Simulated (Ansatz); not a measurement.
The system is Cu2IBr.

```
CELL_PARAMETERS angstrom
1.96853 1.13653 6.38762
-1.96853 1.13653 6.38762
0.00000 -2.27306 6.38762
ATOMIC_POSITIONS crystal
I 0.00000 0.00000 0.00000
Br 0.50000 0.50000 0.50000
Cu 0.24903 0.24903 0.24903
Cu 0.75097 0.75097 0.75097
```

The cell comes from a database or a generator and needn't be the stable form of this composition.

```yaml
Program: Ansatz 0.2.0
Task: relaxation of cell and atoms
Functional: PBEsol
Dispersion: D4
Potentials_or_basis: Ansatz PAW
Cutoff: "420 eV (not typed: the program's choice for these potentials)"
k_mesh: 8 × 8 × 8
Occupations: fermi-dirac, width 0.05 eV
Spin: no spin polarisation
```

At the start: volume 21.44 Å³/atom.

Where does the relaxation end?

It ends after 6 steps and the volume is 19.56 Å³/atom (-8.7 %); space group R-3m (No. 166, to 0.05 Å).

Step by step:
| step | energy change (eV) | largest force (eV/Å) | volume (Å³) |
| --- | --- | --- | --- |
| 1 | 0.0000 | 0.0135 | 85.75 |
| 2 | -0.1022 | 0.1784 | 75.73 |
| 3 | -0.1258 | 0.0440 | 78.87 |
| 4 | -0.1274 | 0.0246 | 78.38 |
| 5 | -0.1277 | 0.0008 | 78.25 |
| 6 | -0.1244 | 0.0007 | 78.25 |

Final structure:
```
CELL_PARAMETERS angstrom
1.91526 1.10578 6.15834
-1.91526 1.10578 6.15834
0.00000 -2.21155 6.15834
ATOMIC_POSITIONS crystal
I 0.00000 0.00000 0.00000
Br 0.50000 0.50000 0.50000
Cu 0.24719 0.24719 0.24719
Cu 0.75281 0.75281 0.75281
```

Caveat: the plane-wave basis is chosen anew once the cell has moved, so the energies of steps on either side of that aren't comparable; the run has no spin polarisation, though such a crystal can be magnetic; pairwise dispersion overbinds metals, which lowers pressure and volume; the PAW data sets come from PBE, with cores solved anew for the run's functional, which leaves a small shift of forces and pressure.
